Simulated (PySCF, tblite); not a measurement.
# C₆H₁₁OS radical: geometry, infrared bands and EPR parameters

Aim: predict the infrared bands and EPR parameters of C₆H₁₁OS radical (`C[CH]O[C@H]1CCCS1`).

Computed with tblite 0.8.0 and PySCF 2.14.0, with density-fitted response routines of our own, on a single molecule in the gas phase. Atoms are numbered from 0 throughout.

**1. Starting geometry**

19 atoms, charge 0, multiplicity 2; geometry from: force field or distance geometry start.

Bonds of the start (Å): C0–C1 1.50, C1–O2 1.36, O2–C3 1.44, C3–C4 1.52, C4–C5 1.52, C5–C6 1.52, C6–S7 1.82, S7–C3 1.83, C0–H8 1.09, C0–H9 1.09, C0–H10 1.09, C1–H11 1.08, C3–H12 1.09, C4–H13 1.10, C4–H14 1.10, C5–H15 1.09, C5–H16 1.10, C6–H17 1.10, C6–H18 1.10.

**2. Optimising the geometry with GFN2-xTB**

What the job is given:

```
{"job": {"kind": "relax", "xc": "GFN2-xTB", "basis": "xTB"}, "charge": 0, "multiplicity": 2}
C      3.575700    -0.361200     0.241400
C      2.213200     0.250100     0.334000
O      1.163800    -0.513000    -0.065400
C     -0.084700     0.211800    -0.089800
C     -1.055900    -0.531900    -0.994800
C     -2.457100    -0.083300    -0.614800
C     -2.549000    -0.267300     0.887100
S     -0.923500     0.231900     1.537800
H      3.612300    -1.109900    -0.553500
H      3.834000    -0.839800     1.191000
H      4.305200     0.413700     0.021000
H      1.995700     1.079100     0.992800
H      0.048100     1.235400    -0.427100
H     -0.946300    -1.619300    -0.900800
H     -0.842600    -0.292600    -2.049900
H     -3.222200    -0.663400    -1.120200
H     -2.602300     0.974300    -0.875800
H     -2.724100    -1.326100     1.146100
H     -3.350100     0.336800     1.333400
```

Started as:

```
> OMP_NUM_THREADS=1 python probes_run.py task.json out
```

The driver reads the jobs from task.json and runs them one after another.

What it wrote:

```text
step      E/eV     max force
  0    -699.25061    1.898
  1    -699.34553    0.585
  2    -699.36691    0.330
  3    -699.37698    0.254
  4    -699.38345    0.194
  5    -699.38651    0.156
  6    -699.38906    0.147
  7    -699.39076    0.104
  8    -699.39255    0.163
  9    -699.39424    0.167
 10    -699.39577    0.115
 11    -699.39710    0.108
 12    -699.39854    0.118
 13    -699.40025    0.142
 14    -699.40198    0.125
 15    -699.40342    0.125
 16    -699.40449    0.094
 17    -699.40525    0.091
 18    -699.40587    0.093
 19    -699.40640    0.056
 20    -699.40683    0.059
 21    -699.40718    0.053
 22    -699.40755    0.047
 23    -699.40798    0.046
 24    -699.40852    0.060
 25    -699.40921    0.075
 26    -699.41012    0.078
 27    -699.41137    0.085
 28    -699.41306    0.112
 29    -699.41515    0.129
 30    -699.41731    0.120
 31    -699.41914    0.101
 32    -699.42078    0.082
 33    -699.42240    0.093
 34    -699.42391    0.090
 35    -699.42544    0.085
 36    -699.42730    0.087
 37    -699.42949    0.101
 38    -699.43193    0.096
 39    -699.43434    0.102
 40    -699.43617    0.087
 41    -699.43740    0.080
 42    -699.43819    0.110
 43    -699.43907    0.140
 44    -699.43994    0.067
 45    -699.44069    0.051
 46    -699.44130    0.056
 47    -699.44180    0.044
 48    -699.44222    0.041
 49    -699.44259    0.045
 50    -699.44297    0.048
 51    -699.44337    0.049
 52    -699.44377    0.055
 53    -699.44422    0.053
 54    -699.44471    0.049
 55    -699.44515    0.047
 56    -699.44547    0.041
 57    -699.44574    0.045
 58    -699.44606    0.049
 59    -699.44650    0.053
 60    -699.44703    0.064
 61    -699.44758    0.076
 62    -699.44806    0.066
 63    -699.44851    0.072
 64    -699.44909    0.055
 65    -699.45002    0.050
 66    -699.45037    0.053
 67    -699.45077    0.043
 68    -699.45100    0.032
 69    -699.45122    0.032
 70    -699.45139    0.028
 71    -699.45154    0.023
 72    -699.45166    0.024
 73    -699.45177    0.026
 74    -699.45191    0.028
 75    -699.45206    0.026
 76    -699.45219    0.020
 77    -699.45228    0.021
 78    -699.45238    0.023
 79    -699.45250    0.029
 80    -699.45263    0.024
 81    -699.45273    0.022
 82    -699.45280    0.020
 83    -699.45286    0.018
 84    -699.45295    0.020
 85    -699.45304    0.017
 86    -699.45311    0.017
 87    -699.45315    0.014
 88    -699.45317    0.010
 89    -699.45319    0.017
 90    -699.45321    0.013
 91    -699.45322    0.010
 92    -699.45323    0.005
```

Run time: 0.67 s. Hardware: 1 thread of Arm Neoverse V1, shared host.

The steps of the relaxation: (not every step is listed)

| step | energy from step 0 (eV) | largest force (eV/Å) |
| --- | --- | --- |
| 0 | 0.0000 | 1.8982 |
| 1 | -0.0949 | 0.5853 |
| 2 | -0.1163 | 0.3302 |
| 3 | -0.1264 | 0.2542 |
| 4 | -0.1328 | 0.1936 |
| 5 | -0.1359 | 0.1557 |
| 6 | -0.1384 | 0.1471 |
| 7 | -0.1401 | 0.1043 |
| 8 | -0.1419 | 0.1625 |
| 15 | -0.1528 | 0.1251 |
| 22 | -0.1569 | 0.0474 |
| 29 | -0.1645 | 0.1289 |
| 36 | -0.1767 | 0.0869 |
| 43 | -0.1885 | 0.1401 |
| 50 | -0.1924 | 0.0482 |
| 57 | -0.1951 | 0.0452 |
| 64 | -0.1985 | 0.0548 |
| 71 | -0.2009 | 0.0226 |
| 78 | -0.2018 | 0.0234 |
| 85 | -0.2024 | 0.0171 |
| 87 | -0.2025 | 0.0136 |
| 88 | -0.2026 | 0.0102 |
| 89 | -0.2026 | 0.0168 |
| 90 | -0.2026 | 0.0131 |
| 91 | -0.2026 | 0.0104 |
| 92 | -0.2026 | 0.0055 |

Distances of close pairs at the start and the end, largest changes first:

| bond | before (Å) | after (Å) | change (Å) |
| --- | --- | --- | --- |
| O2–C3 | 1.444 | 1.376 | -0.068 |
| C3–S7 | 1.831 | 1.884 | +0.053 |
| C0–C1 | 1.496 | 1.478 | -0.018 |
| C6–H17 | 1.104 | 1.091 | -0.013 |
| C4–H14 | 1.103 | 1.090 | -0.013 |
| C3–H12 | 1.086 | 1.097 | +0.012 |
| C6–H18 | 1.098 | 1.087 | -0.011 |
| C5–H16 | 1.099 | 1.092 | -0.007 |

The end geometry stands in the next job.

**3. Harmonic vibrations with GFN2-xTB**

What the job is given:

```
{"job": {"kind": "ir", "xc": "GFN2-xTB", "basis": "xTB"}, "charge": 0, "multiplicity": 2}
C      3.352523    -0.529283     0.507349
C      2.203530     0.331468     0.156077
O      1.113090    -0.281643    -0.386658
C     -0.075325     0.411254    -0.375793
C     -1.120704    -0.344275    -1.190161
C     -2.475932    -0.175904    -0.514554
C     -2.237312    -0.412029     0.965616
S     -0.757795     0.567694     1.373561
H      3.347873    -1.416167    -0.121708
H      3.311929    -0.855881     1.553510
H      4.287973     0.011014     0.369290
H      2.073197     1.315416     0.575527
H      0.060147     1.449778    -0.703513
H     -0.828457    -1.396589    -1.188897
H     -1.132047     0.012313    -2.220051
H     -3.208831    -0.878146    -0.913433
H     -2.844098     0.840434    -0.668454
H     -2.027598    -1.460686     1.179372
H     -3.051968    -0.063315     1.595462
```

What it wrote:

```text
mode    cm-1     km/mol
  1      44.3      2.09
  2      64.9      1.24
  3      68.4      4.30
  4     108.1      0.02
  5     163.3      1.12
  6     257.2      1.67
  7     320.8      2.06
  8     344.1     61.20
  9     367.2      5.51
 10     447.7      7.18
 11     482.9      0.60
 12     528.0      2.93
 13     623.8     26.57
 14     709.8      4.47
 15     861.6      8.38
 16     895.9     10.54
 17     919.6     45.89
 18     953.6      1.26
 19    1001.3      6.84
 20    1008.1      6.22
 21    1027.9      4.54
 22    1078.5     25.83
 23    1100.5     71.91
 24    1112.1      8.01
 25    1142.6      1.93
 26    1158.4     11.25
 27    1193.6      8.89
 28    1210.4     25.90
 29    1229.5     11.80
 30    1241.8     10.12
 31    1280.8     17.68
 32    1313.6     40.09
 33    1321.0     15.38
 34    1337.8     20.68
 35    1391.2     10.77
 36    1450.5      1.14
 37    1454.7      6.57
 38    1469.0      2.02
 39    1472.0      2.67
 40    1480.8      1.28
 41    2880.2     28.74
 42    2885.9     30.06
 43    2970.3      4.88
 44    2981.0     10.93
 45    2991.6     28.41
 46    2994.2     48.78
 47    2999.6     32.64
 48    3006.0     27.76
 49    3023.8     11.55
 50    3041.5     10.08
 51    3090.1     44.84
```

It took 0.71 s on 1 thread of Arm Neoverse V1, shared host.

The strongest bands and the atoms that carry them (share of the mass-weighted mode):

| cm⁻¹ | km/mol | atoms |
| --- | --- | --- |
| 344 | 61.2 | H11 52 %, C1 23 % |
| 920 | 45.9 | C3 14 %, O2 14 %, H10 13 %, H8 11 % |
| 1100 | 71.9 | H12 31 %, C3 17 %, H14 14 %, O2 12 % |
| 1314 | 40.1 | H13 14 %, H12 11 %, C4 11 %, C1 10 % |
| 2886 | 30.1 | H9 91 % |
| 2994 | 48.8 | H13 47 %, H16 41 % |
| 3000 | 32.6 | H14 73 %, H15 10 % |
| 3090 | 44.8 | H11 91 % |

**4. EPR parameters: B3LYP/pcH-1**

Settings changed since step 3:

```diff
@@ -1,2 +1,2 @@
-{"job": {"kind": "ir", "xc": "GFN2-xTB", "basis": "xTB"}, "charge": 0, "multiplicity": 2}
+{"job": {"kind": "epr", "basis": "pcH-1"}, "charge": 0, "multiplicity": 2}
 C      3.352523    -0.529283     0.507349
```

With the program's defaults for keys left out, this is: UKS B3LYP, pcH-1 on C H O S, non-relativistic, mean-field spin-orbit, GIAO.

What it wrote:

```text
UKS, coarse grid
  cycle   1  E = -708.56221231  |g| = 4.47e-01
  cycle   2  E = -708.49323906  |g| = 6.29e-01
  cycle   3  E = -708.63903077  |g| = 1.02e-01
  cycle   4  E = -708.64222240  |g| = 4.52e-02
  cycle   5  E = -708.64307674  |g| = 9.38e-03
  cycle   6  E = -708.64311281  |g| = 4.94e-03
  cycle   7  E = -708.64312661  |g| = 1.24e-03
  cycle   8  E = -708.64312692  |g| = 5.41e-04
UKS, final grid
  cycle   1  E = -708.64313684  |g| = 6.42e-04
  cycle   2  E = -708.64313669  |g| = 8.67e-04
  cycle   3  E = -708.64313704  |g| = 8.16e-05
  cycle   4  E = -708.64313705  |g| = 2.85e-05
E = -708.64313705 Eh   <S^2> = 0.7536 (exact 0.7500)
g shifts (ppm)      1          2          3
  rmc          -183       -183       -183
  gc             -6         32         38
  oz_so           7       1316       2569
  total        -181       1166       2424
hyperfine (MHz)  atom isotope    a_iso     a_fc   dipolar eigenvalues
    0   13C     -24.98     -24.99     -2.06     -0.78      2.84
    1   13C     120.64     120.68    -78.00    -76.33    154.33
    2   17O     -22.00     -22.02    -53.77     25.66     28.11
    3   13C      -0.39      -0.38     -1.76     -1.00      2.76
    4   13C      -1.69      -1.69     -0.43     -0.34      0.77
    5   13C      -0.09      -0.09     -0.32      0.10      0.22
    6   13C       0.67       0.66     -0.37     -0.02      0.39
    7   33S      -1.91      -1.93     -3.47     -2.92      6.39
    8    1H      17.80      17.79     -4.82     -4.18      9.00
    9    1H     133.70     133.70     -4.88     -2.86      7.73
   10    1H      46.14      46.14     -5.11     -4.65      9.75
   11    1H     -53.50     -53.54    -36.25     -0.15     36.40
   12    1H       9.99       9.99     -3.97     -3.50      7.47
   13    1H      -0.29      -0.29     -2.04     -1.68      3.72
   14    1H       1.66       1.66     -1.29     -1.22      2.51
   15    1H       0.21       0.21     -0.51     -0.44      0.96
   16    1H      -0.08      -0.08     -0.61     -0.55      1.16
   17    1H      -0.07      -0.08     -0.85     -0.69      1.54
   18    1H       0.78       0.78     -0.67     -0.60      1.27
```

Run time: 2.2 min. Hardware: 1 thread of Arm Neoverse V1, shared host; peak memory 1 GiB.

Principal g values 2.00214, 2.00348, 2.00474; g(iso) = 2.00346, against 2.00232 for a free electron.

Hyperfine couplings; where a row names several nuclei, a(iso) is their mean (it holds for fast rotation or exchange) and the dipolar term the largest among them:

| nuclei | isotope | a(iso) (MHz) | a(iso) (G, at g = 2.0023) | largest dipolar term (MHz) |
| --- | --- | --- | --- | --- |
| C1 | 13C | 120.6 | 43.0 | 154.3 |
| H8, H9, H10 | 1H | 65.9 | 23.5 | 9.8 |
| H11 | 1H | -53.5 | -19.1 | 36.4 |
| C0 | 13C | -25.0 | -8.9 | 2.8 |
| O2 | 17O | -22.0 | -7.9 | -53.8 |
| H12 | 1H | 10.0 | 3.6 | 7.5 |
| S7 | 33S | -1.9 | -0.7 | 6.4 |
| C4 | 13C | -1.7 | -0.6 | 0.8 |
| H14 | 1H | 1.7 | 0.6 | 2.5 |
| H18 | 1H | 0.8 | 0.3 | 1.3 |
| C6 | 13C | 0.7 | 0.2 | 0.4 |
| C3 | 13C | -0.4 | -0.1 | 2.8 |
| H13 | 1H | -0.3 | -0.1 | 3.7 |
| H15 | 1H | 0.2 | 0.1 | 1.0 |

Mulliken spin populations:

C0 -0.07; C1 0.91; O2 0.09; C3 -0.01; C4 0.00; C5 0.00; C6 0.00; S7 0.03; H8 0.01; H9 0.06; H10 0.01; H11 -0.04; H12 0.01; H13 0.00; H14 0.00; H15 0.00; H16 0.00; H17 0.00; H18 0.00

In first order the couplings over 0.8 MHz of 1H give 32 distinct lines over 93.8 G, if the averaged nuclei exchange fast; the same motion can average rows kept apart here too.

Orbitals, density, ELF and potential are computed afterwards from the orbital file.

ELF in a plane through or near 7 of the atoms.

Values, 10 rows by 14 columns:
```
0.00 0.00 0.00 0.00 0.00 0.00 0.00 0.00 0.00 0.00 0.00 0.00 0.00 0.00
0.00 0.00 0.00 0.00 0.00 0.00 0.00 0.00 0.09 0.01 0.00 0.00 0.00 0.00
0.00 0.00 0.00 0.00 0.00 0.00 0.00 0.15 0.97 0.56 0.00 0.00 0.00 0.00
0.00 0.00 0.02 0.02 0.02 0.14 0.39 0.13 0.90 0.26 0.12 0.05 0.00 0.00
0.00 0.02 0.61 0.51 0.34 0.46 0.79 0.31 0.28 0.73 0.98 0.76 0.00 0.00
0.00 0.02 0.64 0.42 0.54 0.18 0.73 0.10 0.05 0.76 0.57 0.16 0.00 0.00
0.00 0.00 0.07 0.98 0.86 0.03 0.03 0.49 0.47 0.39 0.23 0.01 0.00 0.00
0.00 0.00 0.04 0.95 0.72 0.00 0.38 0.60 0.12 0.46 0.66 0.04 0.00 0.00
0.00 0.00 0.00 0.00 0.00 0.00 0.01 0.08 0.01 0.02 0.04 0.00 0.00 0.00
0.00 0.00 0.00 0.00 0.00 0.00 0.00 0.00 0.00 0.00 0.00 0.00 0.00 0.00
```
The map spans 13.8 Å across and 9.4 Å up, centred on the molecule. Atoms in the plane (x, y in Å): C0 (-3.4, -0.2), O2 (-1.1, 0.5), C4 (1.2, 1.0), C5 (2.5, 0.2), C6 (2.1, -1.2), H9 (-3.5, -1.3), H14 (1.4, 2.1).

On the surface of density 0.002 e/bohr³ the electrostatic potential runs, from the 1st to the 99th percentile, from -1.09 V near S7 to 0.79 V near H14.

The spin density lies nearest to C1 57 %; H11 14 %; O2 13 %.

**5. Results**

| quantity | value |
| --- | --- |
| strongest single infrared mode (GFN2-xTB) | 1100 cm⁻¹, 72 km/mol |
| zero-point energy (GFN2-xTB) | 97.9 kcal/mol |
| g(iso) (B3LYP) | 2.00346 |
| ⟨S²⟩ | 0.754 (exact 0.75) |
| largest a(iso) (averaged by class) | 13C on C1, 120.6 MHz |
| potential on the surface of density 0.002 e/bohr³, 1st and 99th percentile | -1.09 V and 0.79 V |

The optimisation took 92 steps and gained 0.203 eV; among the close pairs (by a distance rule), O2–C3 changed most, from 1.444 to 1.376 Å. All 51 modes are real, so the xTB geometry is a minimum. The strongest single mode, at 1100 cm⁻¹, is spread over several atoms, H12, C3, H14, O2 among them. GFN2-xTB is a fitted tight-binding method: band positions and strengths are rough. Its intensities can rank the bands wrongly. C1 carries the largest spin population, 0.91 e. The isotropic g lies 1.1 ppt above the free-electron value. These values are for one conformer; the search (at its own cheap level) found 2 more, at 0.02, 0.16 kcal/mol (those within 0.05 may be mirror or relabelled copies), and measured spectra average over such forms.
